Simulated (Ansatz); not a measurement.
# C₈H₁₄O₃Ti: geometry optimisation

Aim: relax C₈H₁₄O₃Ti from a cheap starting geometry, and look at its orbitals and charge.

Computed with Ansatz 0.2.0, Gaussian basis. Level: RKS PBE0-D4/def2-TZVP.

Plan: relaxation at PBE0-D4/def2-TZVP; a single point in def2-TZVPP for the fields.

## 1. The system as given

SMILES `C[O][Ti]1234([O]C)([O]C)[CH]5[CH]1[CH]2[CH]3[CH]54`, 26 atoms, charge 0, spin multiplicity 1.

Atoms are counted from 1 here; the program's logs count them from 0.

Bond lengths: C1–O2 1.386 Å, C1–H13 1.103 Å, C1–H14 1.101 Å, C1–H15 1.104 Å, O2–Ti3 1.734 Å, Ti3–O4 1.735 Å, Ti3–O6 1.731 Å, Ti3–C8 2.341 Å, Ti3–C9 2.348 Å, Ti3–C10 2.339 Å, Ti3–C11 2.345 Å, Ti3–C12 2.334 Å, O4–C5 1.386 Å, C5–H16 1.103 Å, C5–H17 1.100 Å, C5–H18 1.103 Å, O6–C7 1.386 Å, C7–H19 1.104 Å and more. Angles: O2–C1–H13 110.5°, O2–C1–H14 109.7°, O2–C1–H15 110.9°, H13–C1–H14 108.7°, H13–C1–H15 108.8°, H14–C1–H15 108.2°, C1–O2–Ti3 131.3°, O2–Ti3–O4 102.1°, O2–Ti3–O6 102.0°, O2–Ti3–C8 139.5°, O2–Ti3–C9 138.3°, O2–Ti3–C10 103.2°, O2–Ti3–C11 85.7°, O2–Ti3–C12 104.5°, O4–Ti3–O6 102.4°, O4–Ti3–C8 114.1°, O4–Ti3–C9 86.8°, O4–Ti3–C10 93.8° and more.

Coordinates:

```
C    -1.89421    0.43984    1.83088
O    -1.50524    0.38043    0.50155
Ti   -0.02414   -0.14051   -0.23527
O     0.77803   -0.93226    1.08327
C     1.65431   -0.44304    2.03941
O     0.85357    1.34596   -0.36674
C     0.65409    2.59470    0.19964
C     0.80747   -0.72020   -2.34560
C     0.73514   -1.90420   -1.58613
C    -0.62252   -2.14593   -1.28028
C    -1.39003   -1.11951   -1.87045
C    -0.50743   -0.22977   -2.51688
H    -1.59408   -0.47923    2.36217
H    -2.98853    0.54131    1.89301
H    -1.43734    1.30850    2.33578
H     1.13497    0.22867    2.74366
H     2.08282   -1.27891    2.61245
H     2.47696    0.11361    1.55959
H     1.02527    2.61809    1.23858
H    -0.41888    2.85289    0.19835
H     1.19984    3.35668   -0.37786
H     1.69867   -0.31645   -2.81149
H     1.56163   -2.56898   -1.36425
H    -1.01355   -3.03223   -0.79442
H    -2.47227   -1.07543   -1.90447
H    -0.79456    0.60597   -3.14451
```

The start is a GFN2-xTB geometry.

## 2. Geometry optimisation, PBE0-D4/def2-TZVP

Input file in.yaml:

```yaml
crystal:
  periodic: [false, false, false]
  atoms:
    - {symbol: C, position_ang: [-1.894210, 0.439840, 1.830880]}
    - {symbol: O, position_ang: [-1.505240, 0.380430, 0.501550]}
    - {symbol: Ti, position_ang: [-0.024140, -0.140510, -0.235270]}
    - {symbol: O, position_ang: [0.778030, -0.932260, 1.083270]}
    - {symbol: C, position_ang: [1.654310, -0.443040, 2.039410]}
    - {symbol: O, position_ang: [0.853570, 1.345960, -0.366740]}
    - {symbol: C, position_ang: [0.654090, 2.594700, 0.199640]}
    - {symbol: C, position_ang: [0.807470, -0.720200, -2.345600]}
    - {symbol: C, position_ang: [0.735140, -1.904200, -1.586130]}
    - {symbol: C, position_ang: [-0.622520, -2.145930, -1.280280]}
    - {symbol: C, position_ang: [-1.390030, -1.119510, -1.870450]}
    - {symbol: C, position_ang: [-0.507430, -0.229770, -2.516880]}
    - {symbol: H, position_ang: [-1.594080, -0.479230, 2.362170]}
    - {symbol: H, position_ang: [-2.988530, 0.541310, 1.893010]}
    - {symbol: H, position_ang: [-1.437340, 1.308500, 2.335780]}
    - {symbol: H, position_ang: [1.134970, 0.228670, 2.743660]}
    - {symbol: H, position_ang: [2.082820, -1.278910, 2.612450]}
    - {symbol: H, position_ang: [2.476960, 0.113610, 1.559590]}
    - {symbol: H, position_ang: [1.025270, 2.618090, 1.238580]}
    - {symbol: H, position_ang: [-0.418880, 2.852890, 0.198350]}
    - {symbol: H, position_ang: [1.199840, 3.356680, -0.377860]}
    - {symbol: H, position_ang: [1.698670, -0.316450, -2.811490]}
    - {symbol: H, position_ang: [1.561630, -2.568980, -1.364250]}
    - {symbol: H, position_ang: [-1.013550, -3.032230, -0.794420]}
    - {symbol: H, position_ang: [-2.472270, -1.075430, -1.904470]}
    - {symbol: H, position_ang: [-0.794560, 0.605970, -3.144510]}
basis:
  gaussian: {orbitals: def2-TZVP}
hamiltonian: {xc: pbe0, dispersion: d4}
relax: {f_tol: 0.005, max_steps: 150}
```

Launch:

```sh
ansatz run in.yaml --threads 11 --pin off --events-out ev --progress --plain --max-ram 174080MiB --backend cuda --devices 0, --max-vram 75GiB
```

After this run come: Fields at the relaxed geometry.

Q: Predict the results of all the runs planned. Wanted: point group; shift from the start; total energy; dispersion term; dipole moment; HOMO, LUMO.

As calculated:

| quantity | value |
| --- | --- |
| point group | Cs |
| steps | 58 |
| shift from the start (rms) | 1.009 Å |
| total energy | -37768.5778 eV |
| dispersion term | -634 meV |
| dipole moment | 1.04 D |
| HOMO, LUMO | -6.88, -0.80 eV |

The atoms moved 1.01 Å (rms) from the start; the bond that changed most is Ti3–O4, from 1.735 to 1.831 Å. No vibrations were run, so it is not proven to be a minimum. The largest Mulliken charge, +1.15 e, sits on Ti3. The HOMO lies mostly on O4 21 %; C9 20 % and the LUMO on Ti3 70 %.
